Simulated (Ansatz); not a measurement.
# Ta2N: the cost of one run

Method: DFT PBEsol, scalar-relativistic, plane waves, PAW, in Ansatz 0.2.0.

1 further run of the same task is left out (set aside as unsound or not needed). Runs told in other sessions of the task aren't counted.

## Step 1: The starting structure

The structure is trigonal, space group P-31m (No. 162). Conventional cell: a = 5.264 Å, b = 5.264 Å, c = 4.913 Å, α = 90.00°, β = 90.00°, γ = 120.00°. Around Ta (site symmetry m) lie 3 N at 2.13 to 2.15 Å. N (site symmetry 32) is surrounded by 6 Ta at 2.15 Å. N (site symmetry -3m) has 6 Ta at 2.13 Å in its first shell of neighbours.

As a file:

```xyz
9
Lattice="5.2641 0.0000 0.0000 -2.6320 4.5588 0.0000 0.0000 0.0000 4.9126" Properties=species:S:1:pos:R:3 pbc="T T T"
Ta    1.7551    3.0399    3.6982
Ta   -0.8770    1.5190    3.6982
Ta    1.7540    0.0000    3.6982
Ta    0.8770    1.5190    1.2144
Ta   -1.7551    3.0399    1.2144
Ta    3.5101    0.0000    1.2144
N     2.6320    1.5196    2.4563
N     0.0000    3.0392    2.4563
N     0.0000    0.0000    0.0000
```

It goes back to an entry of the Materials Project, which need not be the stable form.

It is the result of an earlier relaxation at this level (volume 13.10 Å³/atom; gap on the mesh: none (metal)).

## Step 2: The cell scaled to 0.97 of its volume

The input, input.yaml:

```yaml
crystal:
  lattice:
    - [5.2109214525, 0.0, 0.0]
    - [-2.6054607262, 4.512790355, 0.0]
    - [0.0, 0.0, 4.8629764229]
  atoms:
    - { symbol: Ta, position: [0.6668041056, 0.6668041056, 0.7527922739] }
    - { symbol: Ta, position: [0.0, 0.3331958944, 0.7527922739] }
    - { symbol: Ta, position: [0.3331958944, 0.0, 0.7527922739] }
    - { symbol: Ta, position: [0.3331958944, 0.3331958944, 0.2472077261] }
    - { symbol: Ta, position: [0.0, 0.6668041056, 0.2472077261] }
    - { symbol: Ta, position: [0.6668041056, 0.0, 0.2472077261] }
    - { symbol: "N", position: [0.6666666667, 0.3333333333, 0.5] }
    - { symbol: "N", position: [0.3333333333, 0.6666666667, 0.5] }
    - { symbol: "N", position: [0.0, 0.0, 0.0] }
basis:
  ecutwfc: 420
kpoints:
  mp_grid: { grid: [12, 12, 8] }
hamiltonian:
  xc: pbesol
scf:
  occupations: { method: gaussian, width: 0.1 }
output:
  forces: true
  stress: true
  eigenvalues: true
  write_density: true
  write_potential: true
  elf: true
  volumetric_format: npy
relax:
  adjacent_minimum: "off"
  f_tol: 0.01
  max_steps: 30
  cell: { stress_tol: 0.1, fix: [volume] }
```

On the command line:

```sh
ansatz run input.yaml --threads 2 --pin off --max-ram 5120MiB --backend cpu --events-out ev --progress --plain --runs-dir out
```

Q: Estimate wall time and peak memory on 2 threads of Arm Neoverse V1, shared host.

About 2.3 min, with a peak of 0.83 GiB.
